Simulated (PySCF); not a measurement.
# C₂H₁₀OSi₃: electronic excitations

Aim: predict the electronic excitations of C₂H₁₀OSi₃ (`[SiH3]O[C@]1([SiH3])C[SiH2]1`).

Computed with PySCF 2.14.0, with density-fitted response routines of our own, on a single molecule in the gas phase. Atoms count from 0, in the outputs and in this text.

**1. Starting geometry**

16 atoms, charge 0, multiplicity 1; geometry from: GFN2-xTB.

Bonds of the start (Å): Si0–O1 1.61, O1–C2 1.40, C2–Si3 1.89, C2–C4 1.54, C4–Si5 1.88, Si5–C2 1.91, Si0–H6 1.47, Si0–H7 1.47, Si0–H8 1.45, Si3–H9 1.46, Si3–H10 1.47, Si3–H11 1.46, C4–H12 1.08, C4–H13 1.08, Si5–H14 1.45, Si5–H15 1.45.

**2. TDDFT and polarisability: CAM-B3LYP/def2-SVPD**

The job: settings as JSON, then the geometry in Å.

```
{"job": {"kind": "uv", "xc": "CAM-B3LYP", "basis": "def2-SVPD", "nstates": 8, "ntriplets": 3}, "charge": 0, "multiplicity": 1}
Si     2.115822    -0.862599     0.731179
O      0.526296    -0.633210     0.826412
C     -0.428625     0.054865     0.064113
Si    -1.985084    -1.022470     0.002711
C      0.058121     0.741575    -1.223774
Si    -0.399591     1.966515     0.121694
H      2.858110     0.405745     0.717769
H      2.507538    -1.612030    -0.468862
H      2.319989    -1.623459     1.954305
H     -1.678210    -2.290654    -0.662793
H     -3.005331    -0.295379    -0.758135
H     -2.430031    -1.271595     1.372705
H      1.097741     0.567007    -1.468387
H     -0.581289     0.610375    -2.086834
H      0.678224     2.599708     0.857118
H     -1.661278     2.674548     0.009368
```

With the program's defaults for keys left out, this is: TDDFT CAM-B3LYP/def2-SVPD, vertical, gas phase, core orbitals frozen in the response.

The run is started by

```console
$ OMP_NUM_THREADS=1 python probes_run.py task.json out
```

One launch serves the whole session: the jobs run in the order shown.

Predict these results of the whole session: lowest singlet (CAM-B3LYP/def2-SVPD); brightest single state of those computed; lowest triplet.

**Answer**, as computed:

```
                                quantity                        value
    lowest singlet (CAM-B3LYP/def2-SVPD)  5.55 eV (223 nm), f = 0.096
brightest single state of those computed  state 2, 5.70 eV, f = 0.117
                          lowest triplet                      4.43 eV
```

**Reading.** The first singlet state (HOMO→LUMO+1 0.51, HOMO→LUMO 0.37) lies at 5.55 eV and is bright; of the 8 states computed, the strongest absorption comes from state 2 at 5.70 eV. The lowest triplet lies 1.12 eV below the lowest singlet (triplets in Tamm-Dancoff, singlets in full TDDFT).
